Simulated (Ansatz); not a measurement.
## Molecular dynamics of Li

Input:

```yaml
crystal:
  lattice:
    - [7.094447, 0.0, 0.0]
    - [0.0, 7.094447, 0.0]
    - [0.0, 0.0, 7.094447]
  atoms:
    - { symbol: Li, position: [0.0, 0.0, 0.0] }
    - { symbol: Li, position: [0.5, 0.0, 0.0] }
    - { symbol: Li, position: [0.0, 0.5, 0.0] }
    - { symbol: Li, position: [0.0, 0.0, 0.5] }
    - { symbol: Li, position: [0.25, 0.25, 0.25] }
    - { symbol: Li, position: [0.5, 0.5, 0.0] }
    - { symbol: Li, position: [0.5, 0.0, 0.5] }
    - { symbol: Li, position: [0.75, 0.25, 0.25] }
    - { symbol: Li, position: [0.0, 0.5, 0.5] }
    - { symbol: Li, position: [0.25, 0.75, 0.25] }
    - { symbol: Li, position: [0.25, 0.25, 0.75] }
    - { symbol: Li, position: [0.5, 0.5, 0.5] }
    - { symbol: Li, position: [0.75, 0.75, 0.25] }
    - { symbol: Li, position: [0.75, 0.25, 0.75] }
    - { symbol: Li, position: [0.25, 0.75, 0.75] }
    - { symbol: Li, position: [0.75, 0.75, 0.75] }
basis:
  ecutwfc: 420.0
kpoints:
  mp_grid: { grid: [2, 2, 2] }
hamiltonian:
  xc: pbe
  dispersion: d3bj
scf:
  occupations: { method: fermi_dirac, width: 0.16 }
  lower_state_search: "off"
md:
  timestep: 1.5
  n_steps: 250
  ensemble: nvt_langevin
  temperature: 1800.0
  initial_velocities: maxwell_boltzmann
  seed: 658452
  friction: 0.02
```

Command:

```bash
$ ansatz run input.yaml --threads 1 --pin off --max-ram 3072MiB --backend cpu --events-out ev --progress --plain --runs-dir out
```

It starts from a structure without forces on its atoms.

Output, in part (step lines):

```
md step     0: t =     0.00 fs  T =  1687.5 K  F+E_penalty+E_count = -3277.41749429 eV  E_kin = 3.490020 eV  (6 SCF iters)
md step     1: t =     1.50 fs  T =  1495.0 K  F+E_penalty+E_count = -3277.40652769 eV  E_kin = 3.091935 eV  (7 SCF iters)
md step     2: t =     3.00 fs  T =  1369.7 K  F+E_penalty+E_count = -3277.37585643 eV  E_kin = 2.832747 eV  (6 SCF iters)
md step     3: t =     4.50 fs  T =  1714.7 K  F+E_penalty+E_count = -3277.32366776 eV  E_kin = 3.546269 eV  (6 SCF iters)
md step     4: t =     6.00 fs  T =  1678.7 K  F+E_penalty+E_count = -3277.24617679 eV  E_kin = 3.471905 eV  (6 SCF iters)
md step     5: t =     7.50 fs  T =  1554.5 K  F+E_penalty+E_count = -3277.14793926 eV  E_kin = 3.214951 eV  (5 SCF iters)
md step     6: t =     9.00 fs  T =  1533.1 K  F+E_penalty+E_count = -3277.03029815 eV  E_kin = 3.170768 eV  (5 SCF iters)
md step     7: t =    10.50 fs  T =  1437.3 K  F+E_penalty+E_count = -3276.89851226 eV  E_kin = 2.972638 eV  (5 SCF iters)
[... lines left out ...]
md step   249: t =   373.50 fs  T =  1652.4 K  F+E_penalty+E_count = -3272.51013197 eV  E_kin = 3.417386 eV  (6 SCF iters)
md step   250: t =   375.00 fs  T =  1587.3 K  F+E_penalty+E_count = -3272.51744577 eV  E_kin = 3.282731 eV  (7 SCF iters)
```

The steps, from the saved trajectory:

| time (fs) | T (K) | potential energy less start (eV) |
| --- | --- | --- |
| 0.0 | 1688 | 0.000 |
| 12.0 | 1114 | 0.647 |
| 24.0 | 944 | 1.619 |
| 36.0 | 858 | 2.330 |
| 48.0 | 1076 | 2.220 |
| 60.0 | 1291 | 1.884 |
| 72.0 | 1281 | 2.353 |
| 84.0 | 946 | 3.016 |
| 96.0 | 1462 | 2.487 |
| 108.0 | 1775 | 1.907 |
| 120.0 | 1771 | 2.483 |
| 132.0 | 1666 | 2.849 |
| 144.0 | 2039 | 3.356 |
| 156.0 | 2080 | 3.431 |
| 168.0 | 1449 | 3.381 |
| 180.0 | 1525 | 2.761 |
| 192.0 | 1687 | 2.707 |
| 204.0 | 1543 | 3.117 |
| 216.0 | 1639 | 3.539 |
| 228.0 | 1516 | 3.671 |
| 240.0 | 1527 | 3.914 |
| 252.0 | 1437 | 4.570 |
| 264.0 | 1320 | 4.395 |
| 276.0 | 1663 | 3.668 |
| 288.0 | 2268 | 3.481 |
| 300.0 | 1485 | 4.637 |
| 312.0 | 1557 | 4.647 |
| 324.0 | 2277 | 4.511 |
| 336.0 | 1651 | 4.113 |
| 348.0 | 2311 | 3.660 |
| 360.0 | 1521 | 4.616 |
| 372.0 | 1592 | 4.905 |

The run went to its last step. A run of 0.38 ps of so small a system gives no equilibrium averages. Limits of this set-up: coarse k mesh.

Mean squared displacements from the first frame to the last, about the centre of mass: Li 2.47 Å².

Last frame:

```xyz
16
Lattice="7.0944 0.0000 0.0000 0.0000 7.0944 0.0000 0.0000 0.0000 7.0944" Properties=species:S:1:pos:R:3
Li 0.638 -1.806 -0.652
Li 3.136 0.219 1.399
Li 1.401 2.896 -2.465
Li 0.164 0.667 3.561
Li 0.694 1.473 -0.867
Li 3.018 3.451 -0.695
Li 5.585 -0.381 2.297
Li 5.830 1.481 0.343
Li -1.294 3.888 1.304
Li 1.401 4.051 1.128
Li 2.477 0.748 4.563
Li 3.971 3.157 2.129
Li 4.567 5.488 -0.235
Li 5.467 3.337 4.711
Li 1.946 4.964 2.913
Li 3.978 5.775 3.971
```

Time of the run: 13 min on 1 thread of Arm Neoverse V2 (shared host), peak memory 0.52 GiB.
